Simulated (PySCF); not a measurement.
# CH4FNSi2: the cost of one run

Computed with PySCF 2.14.0, with density-fitted response routines of our own, on a single molecule in the gas phase. Atoms are numbered from 0 throughout.

### 1 The starting structure

9 atoms, charge 0, multiplicity 1; geometry from: GFN2-xTB. The atoms were then displaced at random by about 0.01 Å, so the start is not that level's minimum.

Bonds of the start (Å): N0–C1 1.18, C1–Si2 1.88, Si2–Si3 2.26, Si3–F4 1.63, Si2–H5 1.47, Si2–H6 1.48, Si3–H7 1.46, Si3–H8 1.48.

### 2 Optimising the geometry at PBE0-D3(BJ)/def2-SVP

Job settings and geometry (Å):

```
{"job": {"xc": "PBE0", "basis": "def2-SVP", "d3": "d3bj", "grid": 1, "shake": 0.01, "kind": "geom"}, "charge": 0, "multiplicity": 1}
N      2.865330    -1.188300    -0.483430
C      1.996710    -0.432950    -0.235840
Si     0.588070     0.743580     0.163480
Si    -1.328710    -0.436650    -0.054210
F     -2.544650     0.597180     0.300320
H      0.798210     1.865990    -0.766640
H      0.938280     1.215170     1.526280
H     -1.684840    -0.864770    -1.407310
H     -1.570590    -1.516400     0.923630
```

Run with:

```console
OMP_NUM_THREADS=1 python probes_run.py task.json out
```

The driver reads the jobs from task.json and runs them one after another.

Q: Estimate the wall time and peak memory of this first job on 1 thread of Intel Xeon Platinum 8259CL at 2.50GHz, shared host.

About 31 s, with a peak of 0.4 GiB.
